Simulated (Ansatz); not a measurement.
# NiGe6Pd: the cost of one run

Method: DFT PBE, scalar-relativistic, plane waves, PAW, unless a step names another level, in Ansatz 0.2.0.

9 further runs of the same task are left out: 1 that didn't finish, 8 set aside as unsound or not needed.

## (1) Plan

Pauling electronegativities: Ni 1.91, Ge 2.01, Pd 2.20 (spread 0.29). No set of common oxidation states balances it. Tabulated atomic sizes suggest about 17 Å³/atom. 22 candidates were drawn, by swapping species into database cells of other compounds, at random by space group and Wyckoff sites, or by hand, as the table says:

```
name                                     made from  space group no.                Wyckoff sites  atoms (primitive cell)  V (Å³/atom)
 c01                      database cell of TaCo6Mo              187      Ni 1f; Ge 3j, 3k; Pd 1c                       8         16.6
 c02                       database cell of CaPbF6              225         Ni 4b; Ge 24e; Pd 4a                       8         22.7
 c03                      database cell of AlNi6Ge              123  Ni 1a; Ge 1c, 1d, 4i; Pd 1b                       8         16.2
 c04                                        random              221      Ni 1b; Ge 3d, 3c; Pd 1a                       8         19.1
 c05                                        random              225         Ni 4b; Ge 24d; Pd 4a                       8         18.2
 c06  built by hand: AuCu3, rocksalt-ordered Ni/Pd              225         Ni 4a; Ge 24d; Pd 4b                       8         16.7
 c07                       database cell of RbBiF6              148         Ni 3b; Ge 18f; Pd 3a                       8         16.6
 c08                                        random              166      Ni 3a; Ge 9e, 9d; Pd 3b                       8         19.9
 c09     built by hand: AuCu3, layer-ordered Ni/Pd              123  Ni 1a; Ge 1c, 4i, 1d; Pd 1b                       8         16.7
 c10                       database cell of TlAsF6              148         Ni 3a; Ge 18f; Pd 3b                       8         16.7
 c11                      database cell of CeGa6Pd              123      Ni 1a; Ge 2h, 4i; Pd 1b                       8         16.5
 c12                      database cell of Mo6OsRu              200          Ni 1a; Ge 6f; Pd 1b                       8         16.2
 c13                      database cell of MnCuPt6              225         Ni 4a; Ge 24d; Pd 4b                       8         17.3
 c14                        database cell of AgPF6              225         Ni 4a; Ge 24e; Pd 4b                       8         21.3
 c15                                        random              123      Ni 1c; Ge 4i, 2g; Pd 1d                       8         19.8
 c16                      database cell of Mn6PtRh              123  Ni 1b; Ge 1c, 1d, 4i; Pd 1a                       8         18.7
 c17                                        random              221          Ni 1b; Ge 6f; Pd 1a                       8         19.7
 c18                      database cell of Nb6GaSn              200          Ni 1b; Ge 6f; Pd 1a                       8         17.9
 c19                                        random              221      Ni 1a; Ge 3d, 3c; Pd 1b                       8         21.7
 c20                                        random              123      Ni 1c; Ge 4l, 2g; Pd 1d                       8         21.6
 c21    built by hand: TiAl3 (D022), ordered Ni/Pd              123  Ni 1a; Ge 4i, 1b, 1c; Pd 1d                       8         16.7
 c22                                        random              166         Ni 3a; Ge 18g; Pd 3b                       8         20.3
```

## (2) Screening run of c05

Contents of input.yaml:

```yaml
crystal:
  lattice:
    - [0.0, 4.17185034, 4.17185034]
    - [4.17185034, 0.0, 4.17185034]
    - [4.17185034, 4.17185034, 0.0]
  atoms:
    - { symbol: Ni, position: [0.5, 0.5, 0.5], spin: 2.0 }
    - { symbol: Ge, position: [0.5, 0.0, 0.0] }
    - { symbol: Ge, position: [0.0, 0.5, 0.5] }
    - { symbol: Ge, position: [0.0, 0.5, 0.0] }
    - { symbol: Ge, position: [0.5, 0.0, 0.5] }
    - { symbol: Ge, position: [0.0, 0.0, 0.5] }
    - { symbol: Ge, position: [0.5, 0.5, 0.0] }
    - { symbol: Pd, position: [0.0, 0.0, 0.0] }
basis:
  ecutwfc: 420
kpoints:
  mp_grid: { grid: [4, 4, 4] }
hamiltonian:
  xc: pbe
scf:
  occupations: { method: gaussian, width: 0.2 }
  lower_state_search: "off"
output:
  forces: true
  stress: true
  eigenvalues: true
  populations: true
magnetization:
  spin_polarized: true
relax:
  adjacent_minimum: "off"
  f_tol: 0.08
  max_steps: 16
  cell: { stress_tol: 0.8 }
```

Run with:

```bash
$ ansatz run input.yaml --threads 1 --pin off --max-ram 2560MiB --backend cpu --events-out ev --progress --plain --runs-dir out
```

Q: Estimate wall time and peak memory on 1 thread of Intel Xeon at 2.70GHz, shared host.

About 71 s, with a peak of 0.59 GiB.
